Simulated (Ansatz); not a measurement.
# BGaH4SSe: the cost of one run

Computed with Ansatz 0.2.0, Gaussian basis. Level: the settings change from run to run.

**1. The molecule**

The structure was relaxed beforehand with PBE0-D4 in a triple-zeta def2 set.

8 atoms, charge 0, spin multiplicity 1.

Atoms are counted from 1 here; the program's logs count them from 0.

Bond lengths: S1–Ga2 2.211 Å, S1–H5 1.343 Å, Ga2–B3 2.075 Å, Ga2–H6 1.567 Å, B3–Se4 1.897 Å, B3–H7 1.193 Å, Se4–H8 1.474 Å. Angles: Ga2–S1–H5 95.4°, S1–Ga2–B3 116.3°, S1–Ga2–H6 114.8°, B3–Ga2–H6 128.9°, Ga2–B3–Se4 119.5°, Ga2–B3–H7 122.6°, Se4–B3–H7 117.9°, B3–Se4–H8 99.1°.

**2. RPA/def2-TZVP**

This run has charge -1, multiplicity 2, restricted open-shell orbitals, the search for lower states set to light.

in.yaml reads:

```yaml
crystal:
  periodic: [false, false, false]
  atoms:
    - {symbol: S, position_ang: [-0.468251, 1.636629, -1.934270]}
    - {symbol: Ga, position_ang: [0.357601, 1.016595, 0.020540]}
    - {symbol: B, position_ang: [0.311311, -1.015924, 0.436810]}
    - {symbol: Se, position_ang: [-1.342427, -1.848164, 0.851351]}
    - {symbol: H, position_ang: [-0.203453, 2.943149, -1.773984]}
    - {symbol: H, position_ang: [0.916642, 2.188151, 0.898268]}
    - {symbol: H, position_ang: [1.291217, -1.696361, 0.428054]}
    - {symbol: H, position_ang: [-0.862650, -3.224074, 1.073252]}
basis:
  gaussian: {orbitals: def2-TZVP}
total_charge: -1
magnetization: {spin_polarized: false, initial_magnetization: 1}
hamiltonian: {xc: {name: HF}}
correlation: {method: rpa}
scf: {lower_state_search: light}
```

Launch:

```
> ansatz run in.yaml --threads 4 --pin off --events-out ev --progress --plain --max-ram 10444MiB
```

What time and memory should one allow on 4 threads of Arm Neoverse V2, shared host?

About 19 s, with a peak of 0.7 GiB.
